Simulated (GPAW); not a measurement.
The system is InSb3.

```
Sb In
1.0
     0.00000    3.79455    3.79455
     3.79455    0.00000    3.79455
     3.79455    3.79455    0.00000
Sb In
3 1
Direct
  0.50000 0.50000 0.50000
  0.75000 0.75000 0.75000
  0.25000 0.25000 0.25000
  0.00000 0.00000 0.00000
```

The cell comes from a database or a generator and needn't be the stable form of this composition.

Base run:

| Item | Value |
| --- | --- |
| Program | GPAW 26.7.0 |
| Functional | PBE |
| Potentials or basis | GPAW PAW data sets (gpaw-data 1.2.1) |
| Cutoff | 600 eV |
| Basis | pw |
| k mesh | 6 × 6 × 6 |
| Occupations | fermi-dirac, width 0.05 eV |
| Spin | no spin polarisation |

Its results: pressure -0.5 GPa.

Task: The run is repeated on the same cell with these changes: cutoff from 600 eV to 450 eV; k mesh from 6 × 6 × 6 to 5 × 5 × 5. What comes out?

Result: Pressure -2.2 GPa.

Caveats: the cutoff is short for stress and forces, so pressures can be off by a GPa or more (some runs).

Not every run made on this cell is shown here.
